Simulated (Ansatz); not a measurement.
# H₇NO₃Si₂: taking an electron away

One table from this session's results is given with a row withheld; the runs are named, their logs left out.

Program: Ansatz 0.2.0, Gaussian basis. Level of theory: unrestricted cation, the program's frozen cores in correlated methods. These are calculated values, not measurements.

Plan: UKS PBE-D4/def2-TZVPP; UKS r2SCAN-D4/def2-TZVPP; UKS PBE0-D4/def2-TZVPP; UKS B3LYP-D4/def2-TZVPP; UKS wB97X-V/def2-TZVPP; UKS wB97M-V/def2-TZVPP; UKS B2PLYP/def2-TZVPP; UHF-CCSD(T)/def2-TZVPP; UHF-MP2/def2-QZVPP; extrapolation to the limit; then −ε(HOMO) from the neutral's earlier runs with LDA (SPW92), PBE-D4, revPBE-D4, BLYP-D4, r2SCAN-D4, B97M-V, PBE0-D4, B3LYP-D4, r2SCANh-D4, r2SCAN0-D4, HSE06-D4, BHLYP-D4, CAM-B3LYP-D4, LC-ωPBE, ωB97X-V, ωB97M-V.

**The relaxed structure**

All runs share one geometry, relaxed beforehand with PBE0-D4 in a triple-zeta def2 set.

13 atoms, charge 0, spin multiplicity 1.

Atoms are counted from 1 here; the program's logs count them from 0.

Bond lengths: O1–Si2 1.661 Å, O1–H7 0.959 Å, Si2–N3 1.709 Å, Si2–H8 1.487 Å, Si2–H9 1.485 Å, N3–Si4 1.719 Å, N3–H10 1.010 Å, Si4–O5 1.641 Å, Si4–O6 1.633 Å, Si4–H11 1.480 Å, O5–H12 0.958 Å, O6–H13 0.965 Å. Angles: Si2–O1–H7 116.4°, O1–Si2–N3 107.4°, O1–Si2–H8 106.9°, O1–Si2–H9 111.8°, N3–Si2–H8 113.4°, N3–Si2–H9 107.8°, H8–Si2–H9 109.6°, Si2–N3–Si4 127.2°, Si2–N3–H10 116.0°, Si4–N3–H10 115.6°, N3–Si4–O5 104.3°, N3–Si4–O6 107.9°, N3–Si4–H11 115.4°, O5–Si4–O6 116.1°, O5–Si4–H11 108.6°, O6–Si4–H11 104.9°, Si4–O5–H12 117.1°, Si4–O6–H13 114.8°.

Set-up of the first run:

The input, in.yaml:

```yaml
crystal:
  periodic: [false, false, false]
  atoms:
    - {symbol: O, position_ang: [-0.302277, -0.598087, 2.034517]}
    - {symbol: Si, position_ang: [0.498146, -1.413021, 0.829054]}
    - {symbol: N, position_ang: [0.812050, -0.293456, -0.423335]}
    - {symbol: Si, position_ang: [-0.294697, 0.819327, -1.124493]}
    - {symbol: O, position_ang: [0.572904, 2.201875, -1.293573]}
    - {symbol: O, position_ang: [-1.602646, 0.907700, -0.151127]}
    - {symbol: H, position_ang: [-0.840971, -1.130267, 2.623098]}
    - {symbol: H, position_ang: [-0.381344, -2.536819, 0.410384]}
    - {symbol: H, position_ang: [1.802594, -1.947528, 1.297231]}
    - {symbol: H, position_ang: [1.785115, -0.138945, -0.644271]}
    - {symbol: H, position_ang: [-0.830149, 0.433179, -2.448974]}
    - {symbol: H, position_ang: [0.219079, 2.869828, -1.882189]}
    - {symbol: H, position_ang: [-1.417303, 0.791513, 0.788475]}
basis:
  gaussian: {orbitals: def2-TZVPP}
total_charge: 1
magnetization: {spin_polarized: true, initial_magnetization: 1}
hamiltonian: {xc: pbe, dispersion: d4}
```

Started as:

```console
ansatz run in.yaml --threads 2 --pin off --events-out ev --progress --plain --max-ram 32768MiB --backend cuda --devices 0, --max-vram 18GiB
```

Among the steps run: Cation, UKS PBE-D4/def2-TZVPP; Cation, UKS r2SCAN-D4/def2-TZVPP; Cation, UKS PBE0-D4/def2-TZVPP; Cation, UKS B3LYP-D4/def2-TZVPP; Cation, UKS wB97X-V/def2-TZVPP; Cation, UKS wB97M-V/def2-TZVPP; Cation, UKS B2PLYP (frozen core)/def2-TZVPP; Cation, UHF-CCSD(T)/def2-TZVPP; Cation, UHF-MP2/def2-QZVPP.

One of the session's tables, all rows but one given; the rest of the session is left out.

Orbital estimates, from the neutral's runs:

| functional | −ε(HOMO) (eV) |
| --- | --- |
| LDA (SPW92) | 6.69 |
| PBE-D4 | 6.56 |
| revPBE-D4 | 6.50 |
| BLYP-D4 | 6.43 |
| r2SCAN-D4 | 6.86 |
| B97M-V | 6.99 |
| PBE0-D4 | 7.94 |
| B3LYP-D4 | 7.71 |
| r2SCANh-D4 | 7.38 |
| r2SCAN0-D4 | 8.16 |
| HSE06-D4 | 7.54 |
| BHLYP-D4 | 9.26 |
| CAM-B3LYP-D4 | ? |
| LC-ωPBE | 10.75 |
| ωB97X-V | 10.39 |
| ωB97M-V | 10.28 |

**Question.** Estimate the row for CAM-B3LYP-D4.

The run gave: −ε(HOMO) (eV): 9.36. In the column «−ε(HOMO) (eV)» it lies between BHLYP-D4 (9.26) and ωB97M-V (10.28).
